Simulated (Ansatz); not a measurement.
# AsF2 (quartet): from Hartree-Fock to the top rungs at a displaced geometry (v1), cc-pVDZ

One table from this session's results is given with a row withheld; the runs are named, their logs left out.

Method: cc-pVDZ, core rule «outside noble gas», up to 16 orbitals frozen; program: Ansatz 0.2.0, Gaussian basis.

To be run: UHF; CCSD(T) on ROHF; CCSD(T) on UHF; BCCD(T) on ROHF; CISD; CCSDT(Q) on ROHF; CCSDT(Q) on UHF; CASSCF and MRCISD+Q, 15 electrons in 10 orbitals; CASSCF and NEVPT2, 15 electrons in 10 orbitals.

27 further runs of the same task are left out: 2 for a known fault of the program, 13 that didn't finish, 12 set aside as unsound or not needed.

**What is computed**

The geometry is a PBE0/def2-TZVP stationary point (not a proven minimum) with its atoms shifted at random (size 0.040 Å). No spin-orbit coupling is included. The filled d shell of As may be among the frozen orbitals whatever the setting's name suggests; the logs give the count.

3 atoms, charge 0, spin multiplicity 4.

Atoms are counted from 1 here; the program's logs count them from 0.

Bond lengths: As1–F2 1.811 Å, As1–F3 1.747 Å. Angles: F2–As1–F3 178.2°.

Coordinates:

```xyz
3
AsF2
As   -0.01543   -0.00901    0.02164
F    -0.01627   -0.02515   -1.78951
F     0.03170    0.03416    1.76787
```

The first run:

Contents of in.yaml:

```yaml
crystal:
  periodic: [false, false, false]
  atoms:
    - {symbol: As, position_ang: [-0.015433, -0.009008, 0.021640]}
    - {symbol: F, position_ang: [-0.016266, -0.025151, -1.789513]}
    - {symbol: F, position_ang: [0.031698, 0.034159, 1.767873]}
basis:
  gaussian: {orbitals: cc-pVDZ}
magnetization: {spin_polarized: true, initial_magnetization: 3}
hamiltonian: {xc: hf}
output: {orbitals: {seedname: orbitals}}
```

Command:

```bash
> ansatz run in.yaml --threads 1 --pin off --events-out ev --progress --plain --max-ram 2393MiB
```

Steps of the session up to this table: UHF; CCSD(T) on ROHF; CCSD(T) on UHF; BCCD(T) on ROHF; CISD; CCSDT(Q) on ROHF; CCSDT(Q) on UHF; CASSCF and MRCISD+Q, 15 electrons in 10 orbitals; CASSCF and NEVPT2, 15 electrons in 10 orbitals.

One of the session's tables, all rows but one given; the rest of the session is left out.

```
          method  from UCCSDT(Q) (meV)
            ROHF              +12957.5
             UHF              +12616.7
            RMP2                +542.1
            UMP2                +686.5
           RCCSD                +332.8
           UCCSD                +302.9
        RCCSD(T)                 +74.0
        UCCSD(T)                 +64.4
         BCCD(T)                 +71.4
          RCCSDT                 +51.2
          UCCSDT                     ?
       RCCSDT(Q)                 +18.2
       UCCSDT(Q)                     0
  CASSCF valence              +11847.2
  NEVPT2 valence               +1146.2
  MRCISD valence               +1131.1
MRCISD+Q valence                +211.8
```

**Question.** Estimate the row for UCCSDT.

The run gave: from UCCSDT(Q) (meV): +36.8. In the column «from UCCSDT(Q) (meV)» it lies between RCCSDT(Q) (+18.2) and RCCSDT (+51.2).

Not comparable, so not listed: CISD (they don't share determinant, frozen orbitals or solution with the rows shown, or repeat one).

Limits of these values: Restricted and unrestricted rows rest on different reference determinants; where their highest levels disagree by more than a few hundredths of an eV, they describe different states and don't form one ladder.
